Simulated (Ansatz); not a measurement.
Geometry optimisation, Ansatz 0.2.0, DFT PBE-D3(BJ), scalar-relativistic, plane waves, PAW.

input.yaml

```yaml
crystal:
  lattice:
    - [0.0, 4.1988, 4.1988]
    - [4.1988, 0.0, 4.1988]
    - [4.1988, 4.1988, 0.0]
  atoms:
    - { symbol: Mg, position: [0.0, 0.0, 0.0] }
    - { symbol: O, position: [0.25, 0.25, 0.25] }
    - { symbol: Mg, position: [0.0, 0.0, 0.5] }
    - { symbol: O, position: [0.25, 0.25, 0.75] }
    - { symbol: Mg, position: [0.0, 0.5, 0.0] }
    - { symbol: O, position: [0.25, 0.75, 0.25] }
    - { symbol: Mg, position: [0.0, 0.5, 0.5] }
    - { symbol: O, position: [0.25, 0.75, 0.75] }
    - { symbol: Mg, position: [0.5, 0.0, 0.0] }
    - { symbol: O, position: [0.75, 0.25, 0.25] }
    - { symbol: Mg, position: [0.5, 0.0, 0.5] }
    - { symbol: O, position: [0.75, 0.25, 0.75] }
    - { symbol: Mg, position: [0.5, 0.5, 0.0] }
    - { symbol: O, position: [0.75, 0.75, 0.25] }
    - { symbol: Mg, position: [0.5, 0.5, 0.5] }
    - { symbol: O, position: [0.75, 0.75, 0.75] }
    - { symbol: Mg, position: [0.63476049, 0.61981048, 0.61582986] }
basis:
  ecutwfc: 420.0
kpoints:
  mp_grid: { grid: [2, 2, 2] }
hamiltonian:
  xc: pbe
  dispersion: d3bj
  pseudopotentials: { kind: paw, azcp: { folder: soft_1 } }
scf:
  occupations: { method: fermi_dirac, width: 0.05 }
  lower_state_search: "off"
relax:
  f_tol: 0.03
  max_steps: 60
  adjacent_minimum: "off"
```

Run as:

```bash
$ ansatz run input.yaml --threads 1 --pin off --max-ram 3072MiB --backend cpu --events-out ev --progress --plain --runs-dir out
```

Where does it end, and by what steps?

It converged. The force dipped under the threshold on the way, but the program's further checks kept it going. Limits of this set-up: coarse k mesh. After 25 steps the energy has fallen by 6.318 eV; Mg7 moved furthest, 0.73 Å. Parted: Mg7–O12 (2.10 → 2.84 Å), Mg7–O14 (2.10 → 2.84 Å), Mg7–O16 (2.10 → 2.84 Å).

```json
{"step": "0", "energy less start (eV)": "0.0000", "largest force component (eV/Å)": "6.734", "accepted": "yes"}
{"step": "1", "energy less start (eV)": "-4.1950", "largest force component (eV/Å)": "3.627", "accepted": "yes"}
{"step": "2", "energy less start (eV)": "-6.0444", "largest force component (eV/Å)": "0.587", "accepted": "yes"}
{"step": "3", "energy less start (eV)": "-6.1448", "largest force component (eV/Å)": "0.222", "accepted": "yes"}
{"step": "4", "energy less start (eV)": "-6.1715", "largest force component (eV/Å)": "0.094", "accepted": "yes"}
{"step": "5", "energy less start (eV)": "-6.1764", "largest force component (eV/Å)": "0.044", "accepted": "yes"}
{"step": "6", "energy less start (eV)": "-6.1768", "largest force component (eV/Å)": "0.010", "accepted": "yes"}
{"step": "7", "energy less start (eV)": "-6.1769", "largest force component (eV/Å)": "0.009", "accepted": "yes"}
{"step": "8", "energy less start (eV)": "-6.1769", "largest force component (eV/Å)": "0.008", "accepted": "yes"}
{"step": "9", "energy less start (eV)": "-6.1770", "largest force component (eV/Å)": "0.013", "accepted": "yes"}
{"step": "10", "energy less start (eV)": "-6.1771", "largest force component (eV/Å)": "0.022", "accepted": "yes"}
{"step": "11", "energy less start (eV)": "-6.1773", "largest force component (eV/Å)": "0.043", "accepted": "yes"}
{"step": "12", "energy less start (eV)": "-6.1807", "largest force component (eV/Å)": "0.030", "accepted": "yes"}
{"step": "13", "energy less start (eV)": "-6.1807", "largest force component (eV/Å)": "0.030", "accepted": "yes"}
{"step": "14", "energy less start (eV)": "-6.0505", "largest force component (eV/Å)": "0.744", "accepted": "no"}
{"step": "15", "energy less start (eV)": "-6.1811", "largest force component (eV/Å)": "0.036", "accepted": "yes"}
{"step": "16", "energy less start (eV)": "-6.1863", "largest force component (eV/Å)": "0.120", "accepted": "yes"}
{"step": "17", "energy less start (eV)": "-6.1898", "largest force component (eV/Å)": "0.131", "accepted": "yes"}
{"step": "18", "energy less start (eV)": "-6.2008", "largest force component (eV/Å)": "0.232", "accepted": "yes"}
{"step": "19", "energy less start (eV)": "-6.0534", "largest force component (eV/Å)": "1.378", "accepted": "no"}
{"step": "20", "energy less start (eV)": "-6.2276", "largest force component (eV/Å)": "0.304", "accepted": "yes"}
{"step": "21", "energy less start (eV)": "-6.2765", "largest force component (eV/Å)": "0.430", "accepted": "yes"}
{"step": "22", "energy less start (eV)": "-6.2392", "largest force component (eV/Å)": "0.527", "accepted": "no"}
{"step": "23", "energy less start (eV)": "-6.3129", "largest force component (eV/Å)": "0.104", "accepted": "yes"}
{"step": "24", "energy less start (eV)": "-6.3168", "largest force component (eV/Å)": "0.075", "accepted": "yes"}
{"step": "25", "energy less start (eV)": "-6.3176", "largest force component (eV/Å)": "0.012", "accepted": "yes"}
```

```xyz
17
Lattice="0.0000 4.1988 4.1988 4.1988 0.0000 4.1988 4.1988 4.1988 0.0000" Properties=species:S:1:pos:R:3
Mg 0.035 -0.054 -0.053
O 2.007 2.076 2.077
Mg 2.151 2.061 -0.053
O 4.219 4.288 2.077
Mg 2.150 -0.054 2.062
O 4.219 2.076 4.289
Mg 3.778 2.517 2.517
O 6.263 4.231 4.232
Mg 0.063 2.033 2.034
O 2.144 4.150 4.151
Mg 2.184 4.111 2.122
O 4.261 6.232 3.960
Mg 2.184 2.121 4.112
O 4.261 3.959 6.234
Mg 4.174 4.111 4.112
O 6.535 6.233 6.234
Mg 4.948 5.546 5.547
```

Time of the run: 96 s on 1 thread of Arm Neoverse V2 (shared host), peak memory 0.41 GiB.
